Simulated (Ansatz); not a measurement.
**SiTeH4: how energies converge with the basis set**

An exercise on one series of results from a longer session: the logs are not shown, and one member is left open.

The runs use Ansatz 0.2.0, Gaussian basis; one geometry, several basis sets.

Levels to be run: PBE0-D4/def2-SVP; ωB97M-V/def2-SVP; PBE0-D4/def2-QZVPP; ωB97M-V/def2-QZVPP; the functionals' def2-TZVPP values are taken from earlier runs.

**The relaxed structure**

The geometry comes from an earlier relaxation with PBE0-D4 in a triple-zeta def2 set; it is a stationary point. Te takes the def2 core potential; no spin-orbit term is included.

6 atoms, charge 0, spin multiplicity 1.

Atoms are counted from 1 here; the program's logs count them from 0.

Bond lengths: Si1–Te2 2.494 Å, Si1–H3 1.484 Å, Si1–H4 1.484 Å, Si1–H5 1.484 Å, Te2–H6 1.658 Å. Angles: Te2–Si1–H3 111.4°, Te2–Si1–H4 104.9°, Te2–Si1–H5 111.4°, H3–Si1–H4 109.9°, H3–Si1–H5 109.3°, H4–Si1–H5 109.9°, Si1–Te2–H6 91.7°.

Set-up of the first run:

in.yaml reads:

```yaml
crystal:
  periodic: [false, false, false]
  atoms:
    - {symbol: Si, position_ang: [-0.296639, -0.269713, -0.519724]}
    - {symbol: Te, position_ang: [-0.105863, 0.800156, 1.725019]}
    - {symbol: H, position_ang: [0.381134, -1.589529, -0.550908]}
    - {symbol: H, position_ang: [-1.754095, -0.446444, -0.735944]}
    - {symbol: H, position_ang: [0.269404, 0.597635, -1.582499]}
    - {symbol: H, position_ang: [1.548059, 0.843895, 1.617857]}
basis:
  gaussian: {orbitals: def2-SVP}
hamiltonian: {xc: pbe0, dispersion: d4}
output: {orbitals: {seedname: orbitals}}
```

Steps of the session up to this table: PBE0-D4 in def2-SVP; ωB97M-V in def2-SVP; PBE0-D4 in def2-QZVPP; ωB97M-V in def2-QZVPP.

One of the session's tables, all rows but one given; the rest of the session is left out.

It belongs to the step «Functionals by basis». 

```
functional       basis  HOMO (eV)
   PBE0-D4    def2-SVP      -6.46
   PBE0-D4  def2-TZVPP      -6.55
   PBE0-D4  def2-QZVPP      -6.57
   ωB97M-V    def2-SVP          ?
   ωB97M-V  def2-TZVPP      -8.63
   ωB97M-V  def2-QZVPP      -8.65
```

**Question.** Estimate the row for ωB97M-V, def2-SVP.

**Answer.** HOMO (eV): -8.51. In the column «HOMO (eV)» it lies between ωB97M-V, def2-TZVPP (-8.63) and PBE0-D4, def2-QZVPP (-6.57).
